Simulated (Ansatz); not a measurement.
**Ta: a trigonal deformation path**

The task, for Ta: look for other minima along a trigonal path.

Method: DFT PBEsol, scalar-relativistic, plane waves, PAW, in Ansatz 0.2.0.

## Step 1: The structure to begin with

Symmetry: Im-3m, No. 229, cubic system. The conventional cell has a = 3.303 Å, b = 3.303 Å, c = 3.303 Å, α = 90.00°, β = 90.00°, γ = 90.00°. Around Ta (site symmetry m-3m) lie 8 Ta at 2.86 Å.

Coordinates:

```cif
data_structure
_symmetry_space_group_name_H-M 'P 1'
_symmetry_Int_Tables_number 1
_cell_length_a 2.8601
_cell_length_b 2.8601
_cell_length_c 2.8601
_cell_angle_alpha 109.471
_cell_angle_beta 109.471
_cell_angle_gamma 109.471
_cell_volume 18.01
loop_
_atom_site_label
_atom_site_type_symbol
_atom_site_fract_x
_atom_site_fract_y
_atom_site_fract_z
_atom_site_occupancy
Ta1 Ta 0.00000 0.00000 0.00000 1
```

The cell is taken as given, not relaxed at this level.

## Step 2: Zero of energy

The reference gives a free energy of -9806.5018 eV, pressure -3.78 GPa, largest force 0.000 eV/Å and gap on the mesh none (metal). It was computed beforehand with the settings of the runs below.

## Step 3: The scan: a trigonal deformation path

At fixed volume and fractional coordinates, lengths along (0.577, 0.577, 0.577) are scaled against those across it; ρ is that ratio over its starting value.

## Step 4: Point ρ = 0.500

File input.yaml:

```yaml
crystal:
  lattice:
    - [-2.4272295031, 1.7337353594, 1.7337353594]
    - [1.7337353594, -2.4272295031, 1.7337353594]
    - [1.7337353594, 1.7337353594, -2.4272295031]
  atoms:
    - { symbol: Ta, position: [0.0, 0.0, 0.0] }
basis:
  ecutwfc: 420
kpoints:
  mp_grid: { grid: [22, 22, 22] }
hamiltonian:
  xc: pbesol
scf:
  occupations: { method: gaussian, width: 0.15 }
output:
  forces: true
  stress: true
  eigenvalues: true
```

On the command line:

```bash
$ ansatz run input.yaml --threads 1 --pin off --max-ram 2560MiB --backend cpu --events-out ev --progress --plain --runs-dir out
```

The session goes on with these runs: ρ = 2.000; ρ = 0.710; At ρ = 1.410; point ρ = 0.600; At ρ = 0.850; point ρ = 1.200; point ρ = 1.700; ρ = 0.930; point ρ = 1.080.

What does the calculation give? Wanted: highest point.

The runs gave:

| quantity | value |
| --- | --- |
| highest point | 9134.9 meV/atom at ρ = 0.500 |

No sampled point lies below the undisturbed cell. No further minimum shows among the sampled points. At ρ = 2.000 the cell takes another symmetry, Pm-3m, 1255.2 meV/atom from the start at this fixed volume. Spin-orbit coupling is left out for Ta.
